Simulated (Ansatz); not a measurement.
# ZrH2 (triplet): the correlation ladder, def2-TZVPP

One table from this session's results is given with a row withheld; the runs are named, their logs left out.

Method: def2-TZVPP, core rule «outside noble gas», up to 4 orbitals frozen; program: Ansatz 0.2.0, Gaussian basis.

Plan: UHF; ROHF; CCSD(T) on UHF.

2 further runs of the same task are left out: 2 set aside as unsound or not needed.

### What is computed

The geometry is a PBE0/def2-TZVP stationary point (not a proven minimum) of the parent state, kept for this charge and spin. No spin-orbit coupling is included. Elements past krypton take def2 core potentials.

3 atoms, charge 0, spin multiplicity 3.

Atoms are counted from 1 here; the program's logs count them from 0.

Bond lengths: Zr1–H2 1.929 Å, Zr1–H3 1.929 Å. Angles: H2–Zr1–H3 180.0°.

The first run:

Contents of in.yaml:

```yaml
crystal:
  periodic: [false, false, false]
  atoms:
    - {symbol: Zr, position_ang: [0.000000, 0.000000, 0.000000]}
    - {symbol: H, position_ang: [0.000000, 0.000000, -1.928800]}
    - {symbol: H, position_ang: [0.000000, 0.000000, 1.928800]}
basis:
  gaussian: {orbitals: def2-TZVPP}
magnetization: {spin_polarized: true, initial_magnetization: 2}
hamiltonian: {xc: hf}
output: {orbitals: {seedname: orbitals}}
```

Launch:

```console
ansatz run in.yaml --threads 1 --pin off --events-out ev --progress --plain --max-ram 4096MiB --backend cpu
```

Steps of the session up to this table: UHF; ROHF; CCSD(T) on UHF.

One table of the session follows, with a row left open; its other results are not shown here.

```
  method  from UCCSD(T) (kcal/mol)
    ROHF                    +62.93
     UHF                         ?
    UMP2                    +13.23
   UCCSD                     +1.17
UCCSD(T)                         0
```

Q: Estimate the row for UHF from the others.

**Answer.** from UCCSD(T) (kcal/mol): +60.13. In the column «from UCCSD(T) (kcal/mol)» it lies between UMP2 (+13.23) and ROHF (+62.93).
